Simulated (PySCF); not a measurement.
# BeBr−: bond curves at several levels of theory

One table from this session's results is given with a row withheld; the runs are named, their logs left out.

The runs use PySCF 2.14.0; Be aug-pcseg-1, Br aug-pcseg-1, no relativity.

1 further run of the same task is left out (set aside as unsound or not needed).

The first run:

A driver script around PySCF takes these settings:

```yaml
atoms: Be, Br
charge: -1
basis: Be aug-pcseg-1, Br aug-pcseg-1
Hamiltonian: no relativity
basis_functions: 49
electrons_treated: 40
masses_in_u: 9.0122, 78.9183
levels: PBE0, PBE, r²SCAN, MN15, r²SCAN0, TPSS, HF, MP2, SCS-MP2, CCSD, CCSD(T)
grid: 80 radial by 434 angular points
occupations: held fixed by the projection of orbital angular momentum
dissociation_limit: Be + Br−, each in its ground configuration
starting_distance_in_angstrom: 2.175
values_of_2S_to_try: 0, 2
```

The run is started by

```sh
> OMP_NUM_THREADS=1 python dia.py task.json out
```

Steps of the session up to this table: The job; PBE0 along the bond; PBE (GGA); r²SCAN (meta-GGA); MN15; r²SCAN0; TPSS (meta-GGA); RHF; Adding correlation.

One table of the session follows, with a row left open; its other results are not shown here.

It belongs to the step «Constants by level of theory». 

```
      level  Re (Å)  ωe (cm⁻¹)  De (eV)
        RHF       ?          ?        ?
    RHF-MP2   2.224        372     0.88
RHF-SCS-MP2   2.235        362     0.81
   RHF-CCSD   2.257        342     0.68
RHF-CCSD(T)   2.252        347     0.72
        PBE   2.203        388     1.23
       TPSS   2.220        381     1.15
     r²SCAN   2.206        391     1.21
       PBE0   2.201        390     1.16
    r²SCAN0   2.204        390     1.15
       MN15   2.165        415     1.19
```

Q: Estimate the row for RHF from the others.

As computed: Re (Å): 2.246; ωe (cm⁻¹): 355; De (eV): 0.73. In the column «Re (Å)» it lies between RHF-SCS-MP2 (2.235) and RHF-CCSD(T) (2.252).

De is counted to Be + Br− in their ground configurations.
